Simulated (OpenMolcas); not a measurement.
# Cu⁴⁺ among point charges: CASSCF and CASPT2 levels and susceptibility

Aim: the splitting of the states of Cu⁴⁺ in the field of 6 point charges, its lowest levels with spin-orbit coupling and its magnetic susceptibility.

The numbers are computed with OpenMolcas 26.06 (state-averaged CASSCF and CASPT2, spin-orbit coupling by RASSI with atomic mean-field integrals), except any that are marked as measured or tabulated.

## (1) What is computed

| Property | Result |
| --- | --- |
| Species | Cu⁴⁺ (copper, Z = 29, 25 electrons) |
| Basis | ANO-RCC-VDZP [5s4p2d1f], 34 functions |
| Scalar Hamiltonian | DKH2, point nucleus |
| Inactive shells | 1s 2s 2p 3s 3p |
| Active space | 7 electrons in 5 orbitals (3d) |
| Some configurations of this space | 3d⁷ |
| Orbitals | optimised for each spin and parity, averaged over all roots |

Outer shells as boxes (Hund's rule):

3d7
```
3d [↑↓][↑↓][↑ ][↑ ][↑ ]
```

The ion sits among 6 point charges of -0.65 e arranged as a trigonal antiprism (D3d), 1.92 Å from the ion, with a polar angle of 59.7° against the regular 54.74°.

The work runs as a chain of OpenMolcas steps in one folder; each step below is one input file. Labels, J, g values, rates, χT and fits are worked out afterwards by a script from the matrices that RASSI stores. The input lists half of the charges; inversion (Group=XYZ) makes the rest.

## (2) GATEWAY and SEWARD: basis and integrals

Contents of a.inp:

```
&GATEWAY
Coord
1

Cu 0.0 0.0 0.0
Basis=ANO-RCC-VDZP
Group=XYZ
NoMove
AngMom=0.0 0.0 0.0
AMFI
XField
3 Angstrom 0
0.000000 1.657074 0.969798 -0.650000
1.435068 -0.828537 0.969798 -0.650000
1.435068 0.828537 -0.969798 -0.650000
&SEWARD
```

Started as:

```sh
$ OMP_NUM_THREADS=1 MOLCAS_MEM=1689 MOLCAS_PROJECT=a pymolcas a.inp > a.log
```

## (3) CASSCF: quartets of even parity, 10 roots

Contents of a.inp:

```
&RASSCF
FileOrb=start.orb
Symmetry=1
Spin=4
nActEl=7 0 0
Inactive=3 6
Ras2=5 0
CIRoot=10 10 1
SDav=10
CIMx=300
Iter=120 100
PrWF=0.3
OrbListing=Nothing
MaxOrb=0
>>> COPY $Project.JobIph JOB001
```

start.orb holds the contracted functions of the basis, ordered by shell, or the orbitals of the step before.

## (4) Reference wave functions, doublets of even parity, 40 roots

Contents of a.inp:

```
&RASSCF
FileOrb=start.orb
Symmetry=1
Spin=2
nActEl=7 0 0
Inactive=3 6
Ras2=5 0
CIRoot=40 40 1
SDav=40
CIMx=300
Iter=120 100
PrWF=0.3
OrbListing=Nothing
MaxOrb=0
>>> COPY $Project.JobIph JOB002
```

## (5) RASSI: spin-orbit coupling between the states

Contents of a.inp:

```
&RASSI
NrOfJobIphs=2 10 40
1 2 3 4 5 6 7 8 9 10
1 2 3 4 5 6 7 8 9 10 11 12 13 14 15 16 17 18 19 20 21 22 23 24 25 26 27
28 29 30 31 32 33 34 35 36 37 38 39 40
IphNames
JOB001
JOB002
EJob
SpinOrbit
DIPRint=1.0
SOCoupling=1000.0
Subsets=2
Property=9
'ANGMOM' 1 'ANGMOM' 2 'ANGMOM' 3 'MLTPL  1' 1 'MLTPL  1' 2 'MLTPL  1' 3
'AMFI' 1 'AMFI' 2 'AMFI' 3
SOProperty=3
'ANGMOM' 1 'ANGMOM' 2 'ANGMOM' 3
```

## (6) CASPT2: IPEA 0.25, imaginary shift 0.1 (closed shells correlated: 3s 3p)

Contents of a.inp:

```
>>> COPY JOB001 $Project.JobIph
&CASPT2
Multistate=10 1 2 3 4 5 6 7 8 9 10
NoMult
Frozen=2 3
IPEA=0.25
Imaginary=0.1
MaxIter=60
WThr=0.0 0.3 0.05
PrWF=0.5
NoMix
>>> COPY JOB002 $Project.JobIph
&CASPT2
Multistate=40 1 2 3 4 5 6 7 8 9 10 11 12 13 14 15 16 17 18 19 20 21 22
23 24 25 26 27 28 29 30 31 32 33 34 35 36 37 38 39 40
NoMult
Frozen=2 3
IPEA=0.25
Imaginary=0.1
MaxIter=60
WThr=0.0 0.3 0.05
PrWF=0.5
NoMix
```

(Steps that only read results are left out.)

**Question.** What will these runs give? Wanted: spin-free ground state; first state of the same spin within the active space; lowest level; next level.

**Answer**, as computed:

| quantity | value |
| --- | --- |
| method | SS-CASPT2, IPEA 0.25, imaginary shift 0.1 (closed shells correlated: 3s 3p) |
| spin-free ground state | 4E, 2-fold in its orbital part |
| first state of the same spin within the active space | 4A2 at 215 cm⁻¹ |
| lowest level | 2-fold E1/2, g = 1.60, 5.86, 5.86 |
| next level | 73.9 cm⁻¹ |
| χT at 300 K | 5.26 cm³ K/mol |
| effective moment at 300 K | 6.49 μB |

Cost by method:

| method | time of its own steps | time with the reference |
| --- | --- | --- |
| A. CASSCF | 9.6 s | 9.6 s |
| B. SS-CASPT2, IPEA 0.25, imaginary shift 0.1, +3s 3p | 3.2 s | 13 s |

Times are of one thread on a shared host.

In words: The spin-free ground state (4E) comes to 100 % from free-ion F terms and keeps the highest spin of the shell. χT at 300 K is 5.26, against 1.88 cm³ K/mol for the spin alone, so orbital moment adds to it. An active space of the d shell alone favours high spin; real ions in strong fields can be low spin. CASPT2 does not keep the components of a term degenerate, and the means are used. The field of point charges can differ much from that of real complexes. With metal d orbitals alone active, the gaps between spin states are rough; where two lie within a few thousand cm-1, their order is open. Point charges carry no covalency, so the field is a model and not that of real ligands.
